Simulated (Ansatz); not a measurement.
# Sn3Ir: the cost of one run

Program: Ansatz 0.2.0. Level of theory: DFT PBE, scalar-relativistic, plane waves, PAW. These are calculated values, not measurements.

1 further run of the same task is left out (it didn't finish).

## Step 1: The starting structure

It takes space group P6_3/mmc (No. 194, hexagonal). Conventional cell: a = 6.418 Å, b = 6.418 Å, c = 5.151 Å, α = 90.00°, β = 90.00°, γ = 120.00°. Sn (site symmetry mm2) has 4 Ir at 3.17 to 3.21 Å and 8 Sn at 3.17 to 3.22 Å as nearest neighbours. Around Ir (site symmetry -6m2) lie 12 Sn at 3.17 to 3.21 Å.

Coordinates:

```
CELL_PARAMETERS angstrom
6.41781 0.00000 0.00000
-3.20891 5.55799 0.00000
0.00000 0.00000 5.15128
ATOMIC_POSITIONS crystal
Sn 0.83300 0.66600 0.25000
Sn 0.16700 0.83300 0.75000
Sn 0.33400 0.16700 0.25000
Sn 0.16700 0.33400 0.75000
Sn 0.83300 0.16700 0.25000
Sn 0.66600 0.83300 0.75000
Ir 0.33333 0.66667 0.25000
Ir 0.66667 0.33333 0.75000
```

This is candidate A: Ni3Sn (D0_19) type (P6_3/mmc, No. 194).

(A quick probe on a coarse mesh, which set the mesh and smearing, is not shown.)

## Step 3: Coarse relaxation (candidate A)

File input.yaml:

```yaml
crystal:
  lattice:
    - [6.4178104457, 0.0, 0.0]
    - [-3.2089052229, 5.5579868827, 0.0]
    - [0.0, 0.0, 5.1512831015]
  atoms:
    - { symbol: Sn, position: [0.833, 0.666, 0.25] }
    - { symbol: Sn, position: [0.167, 0.833, 0.75] }
    - { symbol: Sn, position: [0.334, 0.167, 0.25] }
    - { symbol: Sn, position: [0.167, 0.334, 0.75] }
    - { symbol: Sn, position: [0.833, 0.167, 0.25] }
    - { symbol: Sn, position: [0.666, 0.833, 0.75] }
    - { symbol: Ir, position: [0.3333333333, 0.6666666667, 0.25] }
    - { symbol: Ir, position: [0.6666666667, 0.3333333333, 0.75] }
basis:
  ecutwfc: 420
kpoints:
  mp_grid: { grid: [3, 3, 4] }
hamiltonian:
  xc: pbe
scf:
  occupations: { method: gaussian, width: 0.1 }
  lower_state_search: "off"
output:
  forces: true
  stress: true
  eigenvalues: true
relax:
  adjacent_minimum: "off"
  f_tol: 0.04
  max_steps: 70
  cell: { stress_tol: 0.4 }
```

On the command line:

```sh
> ansatz run input.yaml --threads 1 --pin off --max-ram 2560MiB --backend cpu --events-out ev --progress --plain --runs-dir out
```

Q: Estimate wall time and peak memory on 1 thread of Intel Xeon 6975P-C (Granite Rapids), shared host.

About 57 s, with a peak of 0.55 GiB.
